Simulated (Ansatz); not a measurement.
# BH2OSe radical (SMILES [BH][Se]O): single points off equilibrium

A test off equilibrium: a structure displaced at random from a GFN2-xTB minimum is computed at several levels, and each is set against CCSD(T).

The runs use Ansatz 0.2.0, Gaussian basis; single points in def2-TZVPP.

Cores are frozen in the correlated methods. Filled d shells of the heavier atoms are correlated. Orbitals are unrestricted.

## (1) The starting structure

SMILES `[BH][Se]O`, 5 atoms, charge 0, spin multiplicity 2.

Atoms are counted from 1 here; the program's logs count them from 0.

Bond lengths: B1–Se2 1.757 Å, B1–H4 1.135 Å, Se2–O3 2.010 Å, O3–H5 0.957 Å. Angles: Se2–B1–H4 171.6°, B1–Se2–O3 100.9°, Se2–O3–H5 109.0°.

Coordinates:

```tsv
atom	x (Å)	y (Å)	z (Å)
B1	-1.25360	-0.34590	-0.54790
Se2	-0.13500	-0.55400	0.79030
O3	1.38860	0.61400	0.19620
H4	-2.08350	-0.30080	-1.32060
H5	2.06970	0.60240	0.86860
```

## (2) CCSD(T)/def2-TZVPP

The input, run/in.yaml:

```yaml
crystal:
  periodic: [false, false, false]
  atoms:
    - {symbol: B, position_ang: [-1.253600, -0.345900, -0.547900]}
    - {symbol: Se, position_ang: [-0.135000, -0.554000, 0.790300]}
    - {symbol: O, position_ang: [1.388600, 0.614000, 0.196200]}
    - {symbol: H, position_ang: [-2.083500, -0.300800, -1.320600]}
    - {symbol: H, position_ang: [2.069700, 0.602400, 0.868600]}
basis:
  gaussian: {orbitals: def2-TZVPP}
magnetization: {spin_polarized: true, initial_magnetization: 1}
correlation: {method: ccsd_t}
scf: {omitted_lower_state_checks: [cluster_reference]}
output: {forces: true}
```

The command line of these runs was not kept.

## (3) PBE0-D4/def2-TZVPP

run/in.yaml, as its differences from that of step 2:

```diff
@@ -11,4 +11,3 @@
 magnetization: {spin_polarized: true, initial_magnetization: 1}
-correlation: {method: ccsd_t}
-scf: {omitted_lower_state_checks: [cluster_reference]}
-output: {forces: true}
+hamiltonian: {xc: pbe0, dispersion: d4}
+output: {forces: true, orbitals: {seedname: orbitals}}
```

## (4) wB97M-V/def2-TZVPP

run/in.yaml, as its differences from that of step 3:

```diff
@@ -11,3 +11,3 @@
 magnetization: {spin_polarized: true, initial_magnetization: 1}
-hamiltonian: {xc: pbe0, dispersion: d4}
-output: {forces: true, orbitals: {seedname: orbitals}}
+hamiltonian: {xc: {name: wB97M-V}}
+output: {forces: true}
```

## (5) r2SCAN-D4/def2-TZVPP

run/in.yaml, as its differences from that of step 4:

```diff
@@ -11,3 +11,3 @@
 magnetization: {spin_polarized: true, initial_magnetization: 1}
-hamiltonian: {xc: {name: wB97M-V}}
+hamiltonian: {xc: r2scan, dispersion: d4}
 output: {forces: true}
```

## (6) PBE-D4/def2-TZVPP

run/in.yaml, as its differences from that of step 5:

```diff
@@ -11,3 +11,3 @@
 magnetization: {spin_polarized: true, initial_magnetization: 1}
-hamiltonian: {xc: r2scan, dispersion: d4}
+hamiltonian: {xc: pbe, dispersion: d4}
 output: {forces: true}
```

## (7) revPBE-D4/def2-TZVPP

run/in.yaml, as its differences from that of step 6:

```diff
@@ -11,3 +11,3 @@
 magnetization: {spin_polarized: true, initial_magnetization: 1}
-hamiltonian: {xc: pbe, dispersion: d4}
+hamiltonian: {xc: {name: revPBE}, dispersion: d4}
 output: {forces: true}
```

## (8) LC-wPBE/def2-TZVPP

run/in.yaml, as its differences from that of step 7:

```diff
@@ -11,3 +11,3 @@
 magnetization: {spin_polarized: true, initial_magnetization: 1}
-hamiltonian: {xc: {name: revPBE}, dispersion: d4}
+hamiltonian: {xc: {name: LC-wPBE}}
 output: {forces: true}
```

(Steps that only read results are left out.)

Before running it: what results should come out? Wanted: energy less free atoms, CCSD(T)/def2-TZVPP; RMS force component; RMS force error; HOMO and LUMO, PBE0-D4; T1 diagnostic.

The runs gave:

| quantity | value |
| --- | --- |
| energy less free atoms, CCSD(T)/def2-TZVPP | -1364.2 kJ/mol |
| RMS force component | 0.493 to 0.673 eV/Å over the methods |
| RMS force error | PBE0-D4 0.098, wB97M-V 0.132, r2SCAN-D4 0.054, PBE-D4 0.195, revPBE-D4 0.236, LC-wPBE 0.305 eV/Å |
| HOMO and LUMO, PBE0-D4 | -6.44 and -3.09 eV |
| T1 diagnostic | 0.027 |

Against CCSD(T) the functionals' energies less atoms differ by -142.5 to -27.1 kJ/mol, PBE-D4 by -142.5 kJ/mol. CCSD(T) in triple zeta still lacks some correlation energy of the bonds, so part of these gaps is its own basis error and they don't rank the functionals. On forces the order runs from r2SCAN-D4 to LC-wPBE. Frozen-core CCSD(T) forces in triple zeta carry basis errors of their own, and this is one geometry, so small gaps rank nothing. The unrestricted reference is spin-contaminated, which hurts MP2 most.
